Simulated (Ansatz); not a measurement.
**GaPHS+ (triplet): the correlation ladder, cc-pVDZ**

The task here is to estimate one member of a computed series from the others.

Computed with Ansatz 0.2.0, Gaussian basis. Level: cc-pVDZ, core rule «outside noble gas», up to 24 orbitals frozen.

To be run: UHF; CCSD(T) on ROHF; CCSD(T) on UHF; BCCD(T) on ROHF; CISD; CCSDT(Q) on ROHF; CCSDT(Q) on UHF.

28 further runs of the same task are left out: 2 for a known fault of the program, 12 that didn't finish, 14 set aside as unsound or not needed.

### The geometry

The geometry is a PBE0/def2-TZVP stationary point (not a proven minimum) of the parent state, kept for this charge and spin. No spin-orbit coupling is included. The filled d shell of Ga may be among the frozen orbitals whatever the setting's name suggests; the logs give the count.

4 atoms, charge 1, spin multiplicity 3.

Atoms are counted from 1 here; the program's logs count them from 0.

Bond lengths: P1–Ga2 2.268 Å, P1–H4 1.428 Å, Ga2–S3 2.019 Å. Angles: Ga2–P1–H4 89.2°, P1–Ga2–S3 178.3°.

Geometry (Å):

```xyz
4
GaHPS
P     0.0000   -0.3995    1.6302
Ga    0.0000   -0.3198   -0.6363
S     0.0000   -0.3085   -2.6554
H     0.0000    1.0278    1.6615
```

Set-up of the first run:

in.yaml

```yaml
crystal:
  periodic: [false, false, false]
  atoms:
    - {symbol: P, position_ang: [-0.000003, -0.399478, 1.630239]}
    - {symbol: Ga, position_ang: [0.000009, -0.319823, -0.636341]}
    - {symbol: S, position_ang: [-0.000004, -0.308458, -2.655390]}
    - {symbol: H, position_ang: [-0.000002, 1.027759, 1.661492]}
basis:
  gaussian: {orbitals: cc-pVDZ}
total_charge: 1
magnetization: {spin_polarized: true, initial_magnetization: 2}
hamiltonian: {xc: hf}
output: {orbitals: {seedname: orbitals}}
```

Command:

```bash
$ ansatz run in.yaml --threads 1 --pin off --events-out ev --progress --plain --max-ram 2393MiB
```

Among the steps run: UHF; CCSD(T) on ROHF; CCSD(T) on UHF; BCCD(T) on ROHF; CISD; CCSDT(Q) on ROHF; CCSDT(Q) on UHF.

One table of the session follows, with a row left open; its other results are not shown here.

It belongs to the step «Misses and costs». 

| method | from UCCSDT(Q) (meV) |
| --- | --- |
| ROHF | +8059.7 |
| UHF | +7848.4 |
| RMP2 | +1440.5 |
| UMP2 | +1471.3 |
| RCCSD | ? |
| UCCSD | +312.7 |
| RCCSD(T) | +65.4 |
| UCCSD(T) | +65.4 |
| BCCD(T) | +64.6 |
| RCCSDT | +20.0 |
| UCCSDT | +19.2 |
| RCCSDT(Q) | +2.1 |
| UCCSDT(Q) | 0 |

Estimate the missing values for RCCSD.

**Answer.** from UCCSDT(Q) (meV): +318.4. In the column «from UCCSDT(Q) (meV)» it lies between UCCSD (+312.7) and RMP2 (+1440.5).

Not comparable, so not listed: CISD (they don't share determinant, frozen orbitals or solution with the rows shown, or repeat one).

Caveats from the session: Restricted and unrestricted rows rest on different reference determinants; where their highest levels disagree by more than a few hundredths of an eV, they describe different states and don't form one ladder.
